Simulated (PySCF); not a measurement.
# RuOF₂: quintet, from a B3LYP minimum start

The task is one start of a wider search on RuOF₂: the quintet, from a B3LYP minimum start. It is relaxed, tested by its Hessian and followed downhill if it is a saddle.

Program: PySCF 2.14.0. Level of theory: B3LYP, basis Ru def2-SVP with ECP28, O def2-SVP, F def2-SVP, scalar-relativistic core potentials, no spin–orbit coupling, density fitting. These are calculated values, not measurements.

## Step 1: The system as given

4 atoms, charge 0, spin multiplicity 5.

Bond lengths: Ru1–O2 1.721 Å, Ru1–F3 1.875 Å, Ru1–F4 1.875 Å. Angles: O2–Ru1–F3 100.5°, O2–Ru1–F4 100.5°, F3–Ru1–F4 159.0°.

```xyz
4
charge 0 multiplicity 5
Ru    0.0466    0.0807    0.0000
O    -0.8141   -1.4101    0.0000
F     1.8145   -0.5448    0.0000
F    -1.3790    1.2990    0.0000
```

## Step 2: The SCF at the typed geometry

One driver script runs all steps and calls PySCF; scf.py shows how it sets up the SCF of each step. The optimiser is the driver's own. After this first run the driver tries any further starts and a stability analysis.

Input file scf.py:

```python
from pyscf import gto, scf, dft
mol = gto.M(atom='''
Ru     0.046583     0.080684    -0.000000
O     -0.814105    -1.410050     0.000000
F      1.814456    -0.544800     0.000000
F     -1.379022     1.298982    -0.000000''',
    basis={'Ru': 'def2-SVP', 'O': 'def2-SVP', 'F': 'def2-SVP'},
    ecp={'Ru': 'def2-SVP'},
    charge=0, spin=4)
mf = dft.UKS(mol, xc='B3LYP')
mf.grids.atom_grid = (50, 194)
aux = {'Ru': 'def2-universal-JKFIT', 'O': 'def2-universal-JKFIT', 'F': 'def2-universal-JKFIT'}
mf = mf.density_fit(auxbasis=aux)
mf.conv_tol = 1e-08
mf.diis_space = 10
mf.max_cycle = 60
mf.init_guess = 'minao'
mf.verbose = 4
mf.kernel()
```

Run with:

```
$ OMP_NUM_THREADS=2 python axn.py task.json out
```

Output:

```text
init E= -360.256959376955
[... the frontier-level lines of each cycle are left out ...]
cycle= 1 E= -369.364602425861  delta_E= -9.11  |g|= 0.781  |ddm|= 2.24
cycle= 2 E= -366.66668508678  delta_E=  2.7  |g|= 2.56  |ddm|= 2.26
cycle= 3 E= -369.444985865344  delta_E= -2.78  |g|= 0.535  |ddm|= 2.13
cycle= 4 E= -369.562217856146  delta_E= -0.117  |g|= 0.219  |ddm|= 0.506
cycle= 5 E= -369.570990941526  delta_E= -0.00877  |g|= 0.154  |ddm|= 0.249
cycle= 6 E= -369.580742708243  delta_E= -0.00975  |g|= 0.0298  |ddm|= 0.127
cycle= 7 E= -369.581054981049  delta_E= -0.000312  |g|= 0.0147  |ddm|= 0.0168
cycle= 8 E= -369.581164233272  delta_E= -0.000109  |g|= 0.00261  |ddm|= 0.0133
cycle= 9 E= -369.581174015654  delta_E= -9.78e-06  |g|= 0.000648  |ddm|= 0.00722
cycle= 10 E= -369.581174541018  delta_E= -5.25e-07  |g|= 0.000818  |ddm|= 0.00183
cycle= 11 E= -369.581174941282  delta_E= -4e-07  |g|= 0.000157  |ddm|= 0.0012
cycle= 12 E= -369.581174967975  delta_E= -2.67e-08  |g|= 3.18e-05  |ddm|= 0.000362
cycle= 13 E= -369.581174970315  delta_E= -2.34e-09  |g|= 1.2e-05  |ddm|= 0.000125
Extra cycle  E= -369.581174969765  delta_E= 5.5e-10  |g|= 4.1e-05  |ddm|= 3.87e-05
converged SCF energy = -369.581174969765  <S^2> = 6.0115944  2S+1 = 5.0046356
```

This step, with its further starts and checks, needed 19 s of wall time on 2 threads of Arm Neoverse N1, shared host.

The starts that the driver tried:

| start | energy (Eh) |
| --- | --- |
| the minimal-basis guess | -369.581175 |
| a thermally smeared density | -369.581175 |
| a smeared PBE density | -369.581175 |

The test of internal stability and the other starts found no lower solution of this spin.

## Step 3: Relaxation: B3LYP minimum start, quintet

The program finds C2v symmetry in the start, which this walk keeps.

Edit scf.py of step 2 so:

```diff
@@ -3,4 +3,4 @@
-Ru     0.046583     0.080684    -0.000000
-O     -0.814105    -1.410050     0.000000
-F      1.814456    -0.544800     0.000000
-F     -1.379022     1.298982    -0.000000''',
+Ru     0.046596     0.080705     0.000000
+O     -0.814092    -1.410029     0.000000
+F      1.814468    -0.544779     0.000000
+F     -1.379010     1.299004     0.000000''',
@@ -17 +16,0 @@
-mf.init_guess = 'minao'
```

Energy and gradient, step by step:

| step | energy (Eh) | change (kJ/mol) | largest symmetric gradient (Eh/bohr) |
| --- | --- | --- | --- |
| 0 | -369.581175 | 0.00 | 0.00021 |

The walk took 2.9 s.

After 0 steps and 0.0 kJ/mol it ends at C2v: Ru–F 1.875 Å (×2), Ru–O 1.721 Å; F–Ru–F 159.0°, F–Ru–O 100.5° (×2).

## Step 4: Vibrations and properties at this point

On the finer grid the gradient is checked again; gradients at displacements of ±0.02 bohr then give force constants and infrared intensities.

Edit scf.py of step 3 so:

```diff
@@ -11 +11 @@
-mf.grids.atom_grid = (50, 194)
+mf.grids.atom_grid = (75, 302)
@@ -14 +14 @@
-mf.conv_tol = 1e-08
+mf.conv_tol = 1e-10
```

The driver hands on the density of the step before, so the log starts near convergence.

Log of the central SCF (cycles and frontier levels):

```text
init E= -369.581112653776
[... the frontier-level lines of each cycle are left out ...]
cycle= 1 E= -369.581112653756  delta_E= 2.06e-11  |g|= 8.38e-06  |ddm|= 7.79e-06
Extra cycle  E= -369.581112653546  delta_E= 2.09e-10  |g|= 2.47e-05  |ddm|= 2.12e-05
converged SCF energy = -369.581112653546  <S^2> = 6.0115948  2S+1 = 5.0046358
```

The whole step took 68 s.

Geometry: C2v; Ru–F 1.875 Å (×2), Ru–O 1.721 Å; F–Ru–F 159.0°, F–Ru–O 100.5° (×2).

Modes, for the most abundant isotopes:

```csv
symmetry,ω (cm⁻¹),IR (km/mol)
b1,134,28.5
a1,200,10.2
b2,201,4.2
a1,626,14.4
b2,686,177
a1,892,16.8
```

Every mode is real; the point is a minimum.

Constants and moments:

```
Dipole moment                                                   : 2.00 D
Highest occupied level                                          : -7.55 eV
Lowest empty level                                              : -5.36 eV
Rotational constants                                            : 0.3339, 0.1305, 0.09383 cm⁻¹
Zero-point energy                                               : 16.4 kJ/mol
Principal polarisabilities                                      : 20.5, 35.3, 37.0 bohr³
Atomisation energy without zero-point energy                    : 1273 kJ/mol
Principal traceless quadrupole moments about the centre of mass : -9.98, 1.57, 8.42 D Å
Entropy at 298.15 K and 1 bar (electronic part: spin only)      : 319.6 J/(mol K)
Heat capacity Cp at 298.15 K                                    : 66.5 J/(mol K)
Enthalpy at 298.15 K above 0 K                                  : 15.46 kJ/mol
Rotational symmetry number                                      : 2
Spin squared ⟨S²⟩                                               : 6.012
```

Populations by atom (charges in e):

```tsv
atom	Mulliken	Löwdin	polar tensor	spin (Mulliken)	Mayer order to Ru1
Ru1	1.01	0.39	1.53	2.81	–
O2	-0.28	-0.04	-0.37	0.85	1.94
F3,4	-0.36	-0.17	-0.58	0.17	0.99
```

Outer orbital energies (eV). α occupied: -11.75, -11.68, -11.45, -10.65, -9.61, -9.15, -8.61, -7.55; empty: -3.25, -1.01, -0.34, 1.36. β occupied: -12.48, -11.71, -11.62, -11.39, -10.94, -10.89, -10.33, -9.24; empty: -5.36, -4.74, -4.16, -3.33.

Mulliken populations on Ru1 (outside its core potential): s 2.34, p 6.43, d 6.20, f 0.03.

## Step 5: What came out

| quantity | value |
| --- | --- |
| minimum | quintet, C2v |
| geometry | Ru–F 1.875 Å (×2), Ru–O 1.721 Å; F–Ru–F 159.0°, F–Ru–O 100.5° (×2) |
| wavenumbers (cm⁻¹) | 134 (b1), 200 (a1), 201 (b2), 626 (a1), 686 (b2), 892 (a1) |
| dipole moment | 2.00 D |
| highest occupied, lowest empty level (either spin) | -7.55, -5.36 eV |
| polar-tensor charge of Ru1 | +1.53 e |
| zero-point energy | 16.4 kJ/mol |
| entropy at 298.15 K | 319.6 J/(mol K) |
| atomisation energy (no zero-point energy) | 1273 kJ/mol |
| ⟨S²⟩ | 6.012 |

In words: The B3LYP minimum start keeps its C2v symmetry and ends in a minimum. The strongest infrared band lies at 686 cm⁻¹ (b2, stretch). Most of the spin sits on Ru1 (Mulliken spin 2.81, against 4 for the whole molecule). Other starts or spin states, not run here, may lie lower. One determinant may miss the lowest occupation of an open d or f shell.

The search up to here took 90 s.
